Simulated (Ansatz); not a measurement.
# AlBH₆OSSi: basis-set convergence

One table from this session's results is given with a row withheld; the runs are named, their logs left out.

The runs use Ansatz 0.2.0, Gaussian basis; one geometry, several basis sets.

Levels to be run: PBE0-D4/def2-SVP; ωB97M-V/def2-SVP; PBE0-D4/def2-QZVPP; ωB97M-V/def2-QZVPP; the functionals' def2-TZVPP values are taken from earlier runs.

### The relaxed structure

All runs share one geometry, relaxed beforehand with PBE0-D4 in a triple-zeta def2 set.

11 atoms, charge 0, spin multiplicity 1.

Atoms are counted from 1 here; the program's logs count them from 0.

Bond lengths: B1–Si2 1.935 Å, B1–S3 2.072 Å, B1–H6 1.198 Å, B1–H7 1.196 Å, Si2–S3 2.293 Å, Si2–O4 1.617 Å, Si2–H8 1.483 Å, S3–H9 1.344 Å, O4–Al5 1.692 Å, Al5–H10 1.575 Å, Al5–H11 1.580 Å. Angles: Si2–B1–S3 69.7°, Si2–B1–H6 115.1°, Si2–B1–H7 121.5°, S3–B1–H6 105.1°, S3–B1–H7 110.2°, H6–B1–H7 120.4°, B1–Si2–S3 58.0°, B1–Si2–O4 126.2°, B1–Si2–H8 125.0°, S3–Si2–O4 111.7°, S3–Si2–H8 104.8°, O4–Si2–H8 108.8°, B1–S3–Si2 52.3°, B1–S3–H9 97.4°, Si2–S3–H9 92.3°, Si2–O4–Al5 158.4°, O4–Al5–H10 117.6°, O4–Al5–H11 116.9° and more.

Set-up of the first run:

Contents of in.yaml:

```yaml
crystal:
  periodic: [false, false, false]
  atoms:
    - {symbol: B, position_ang: [-0.189937, 1.170127, 1.650248]}
    - {symbol: Si, position_ang: [-1.070598, 0.280392, 0.175335]}
    - {symbol: S, position_ang: [-0.126986, -0.884903, 1.909989]}
    - {symbol: O, position_ang: [-0.398963, -0.109658, -1.242852]}
    - {symbol: Al, position_ang: [0.780235, -0.651541, -2.329004]}
    - {symbol: H, position_ang: [-0.920179, 1.570677, 2.511233]}
    - {symbol: H, position_ang: [0.917846, 1.607149, 1.543819]}
    - {symbol: H, position_ang: [-2.491655, -0.144069, 0.163631]}
    - {symbol: H, position_ang: [1.000651, -1.112293, 1.214194]}
    - {symbol: H, position_ang: [0.617392, -0.249259, -3.842780]}
    - {symbol: H, position_ang: [1.947492, -1.533723, -1.733313]}
basis:
  gaussian: {orbitals: def2-SVP}
hamiltonian: {xc: pbe0, dispersion: d4}
output: {orbitals: {seedname: orbitals}}
```

Started as:

```sh
$ ansatz run in.yaml --threads 4 --pin off --events-out ev --progress --plain --max-ram 10444MiB
```

Steps of the session up to this table: PBE0-D4 in def2-SVP; ωB97M-V in def2-SVP; PBE0-D4 in def2-QZVPP; ωB97M-V in def2-QZVPP.

One of the session's tables, all rows but one given; the rest of the session is left out.

It belongs to the step «Density functionals: the series». 

```
functional       basis  HOMO (eV)  LUMO (eV)
   PBE0-D4    def2-SVP      -6.95      -1.39
   PBE0-D4  def2-TZVPP      -6.96      -1.46
   PBE0-D4  def2-QZVPP          ?          ?
   ωB97M-V    def2-SVP      -8.97       0.29
   ωB97M-V  def2-TZVPP      -9.03       0.12
   ωB97M-V  def2-QZVPP      -9.04      -0.09
```

**Question.** Estimate the row for PBE0-D4, def2-QZVPP.

As computed: HOMO (eV): -6.97; LUMO (eV): -1.50. In the column «HOMO (eV)» it lies between ωB97M-V, def2-SVP (-8.97) and PBE0-D4, def2-TZVPP (-6.96).
